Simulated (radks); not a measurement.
# Taking charge from the 4s level of Pd²⁺ in fractions

One table from this session's results is given with a row withheld; the runs are named, their logs left out.

Method: Dirac Kohn-Sham, BLYP, spin-unpolarised, spherical densities, point nucleus; open shells fill j = l - 1/2 first. Code: radks (a radial shooting solver on a logarithmic mesh, Libxc functionals) version 1.

## Starting point

```
element       : palladium (Z = 46)
charge        : +2
electrons     : 44
configuration : [Kr] 4d8
```

Set-up of the first run:

The run's settings:

```text
Z 46
configuration [Kr] 4d8
relativity Dirac
functional b88,lyp
spin unpolarised
j_filling energy
nucleus point
c 137.035999084
```

Among the steps run: Start: [Kr] 4d8.

One of the session's tables, all rows but one given; the rest of the session is left out.

It belongs to the step «Start: [Kr] 4d8». Sizes of the orbitals, from the radial functions (bohr):

| level | <r> | outermost maximum (interpolated) | 90 % within | nodes |
| --- | --- | --- | --- | --- |
| 3p3/2 | 0.3821 | 0.338 | 0.576 | 1 |
| 3d3/2 | 0.3556 | 0.281 | 0.564 | 0 |
| 3d5/2 | 0.3591 | 0.283 | 0.569 | 0 |
| 4s1/2 | ? | ? | ? | ? |
| 4p1/2 | 1.012 | 0.891 | 1.50 | 2 |
| 4p3/2 | 1.043 | 0.915 | 1.54 | 2 |
| 4d3/2 | 1.369 | 1.07 | 2.16 | 1 |
| 4d5/2 | 1.386 | 1.08 | 2.19 | 1 |

Q: Estimate the row for 4s1/2 from the others.

**Answer.** <r>: 0.9417; outermost maximum (interpolated): 0.850; 90 % within: 1.37; nodes: 3. In the column «<r>» it lies between 3p3/2 (0.3821) and 4p1/2 (1.012).
